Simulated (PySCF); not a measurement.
**GaHCl (SMILES [Cl][GaH]) at U-r2SCAN/STO-3G**

What is the energy change on altering one bond length of GaHCl at U-r2SCAN/STO-3G? The job is set up through a Python script.

Program for the calculation: PySCF 2.14.0.

31 further runs of the same task are left out: 16 that didn't finish, 15 set aside as unsound or not needed.

## 1. The molecule

GaHCl: 3 atoms, total charge 0, spin state doublet. As SMILES, `[Cl][GaH]`. The coordinates come from a PBE0-D4/def2-TZVP relaxation.

Bond lengths: Cl1–Ga2 2.168 Å, Ga2–H3 1.604 Å. Angles: Cl1–Ga2–H3 115.5°.

## 2. A single-point energy at U-r2SCAN/STO-3G

calc.py reads:

```python
# [Cl][GaH]
from pyscf import gto, dft

mol = gto.Mole()
mol.atom = '''
Cl     2.892604    -0.361505     1.522552
Ga    -0.625688    -1.102655    -0.439928
H     -2.287513     1.341706    -1.107946
'''
mol.charge = 0
mol.max_memory = 1860
mol.basis = 'sto-3g'
mol.spin = 1
mol.verbose = 3
mol.unit = 'bohr'
mol.build()

mf = dft.UKS(mol, xc='r2scan')
mf.conv_tol = 1e-10
mf.grids.level = 5
mf.kernel()
if not mf.converged:
    mf = mf.newton().run(mf.mo_coeff, mf.mo_occ)

e_final = mf.e_tot
print(f'total energy: {e_final:.8f} hartree')
```

The run is started by

```
OMP_NUM_THREADS=1 python calc.py
```

The log of the run:

```text
WARN: HOMO -0.429402040893532 >= LUMO -0.429402040893531

converged SCF energy = -2358.09336388809  <S^2> = 0.7533866  2S+1 = 2.0033837
total energy: -2358.09336389 hartree
```

It took 23 s on 1 thread of Intel Xeon Platinum 8259CL at 2.50GHz (Skylake/Cascade Lake), shared host; peak memory 0.24 GiB.

## 3. The distorted shape, same level

job.py reads:

```python
from pyscf import gto, dft

molecule = gto.M(
    atom='Cl 1.903102 -0.112851 1.013423; Ga -0.331100 -0.583500 -0.232800; H -1.210500 0.710000 -0.586300',
    spin=1,
    basis='sto-3g',
    verbose=3,
    max_memory=1860,
)

mf = dft.UKS(molecule)
mf.xc = 'r2scan'
mf.grids.level = 5
mf.conv_tol = 1e-10
mf.kernel()
if not mf.converged:
    mf = mf.newton().run(mf.mo_coeff, mf.mo_occ)

e_tot = mf.e_tot
print('E = %.10f Eh' % e_tot)
```

The run is started by

```
OMP_NUM_THREADS=1 python job.py
```

The log of the run:

```text
WARN: HOMO -0.44681671671709 >= LUMO -0.446816716717095

WARN: HOMO -0.265151767420362 >= LUMO -0.265752560309794

converged SCF energy = -2358.05494138656  <S^2> = 0.75294685  2S+1 = 2.0029447
E = -2358.0549413866 Eh
```

Run time: 31 s. Hardware: 1 thread of Intel Xeon Platinum 8259CL at 2.50GHz (Skylake/Cascade Lake), shared host; peak memory 0.24 GiB.

## 4. Summary of results

Level: U-r2SCAN/STO-3G.

```
                                                           quantity           value
                                          first shape: total energy  -2358.09336 Eh
                                         first shape: dipole moment          1.39 D
                    first shape: HOMO energy (highest over α and β)        -3.04 eV
                     first shape: LUMO energy (lowest over α and β)        -2.33 eV
                                                  first shape: ⟨S²⟩           0.753
                                      distorted shape: total energy  -2358.05494 Eh
                                     distorted shape: dipole moment          2.77 D
                distorted shape: HOMO energy (highest over α and β)        -3.89 eV
                 distorted shape: LUMO energy (lowest over α and β)        -3.08 eV
                                              distorted shape: ⟨S²⟩           0.753
energy change with the Cl1–Ga2 bond stretched from 2.168 to 2.601 Å        1.046 eV
```

With the Cl1–Ga2 bond stretched from 2.168 to 2.601 Å the energy rises by 1.05 eV (101 kJ/mol). The first shape isn't relaxed at this level, so the change isn't measured from a minimum. The minimal basis adds a large error of its own. Mulliken charges (first shape) run from -0.22 on Cl1 to +0.28 on Ga2.
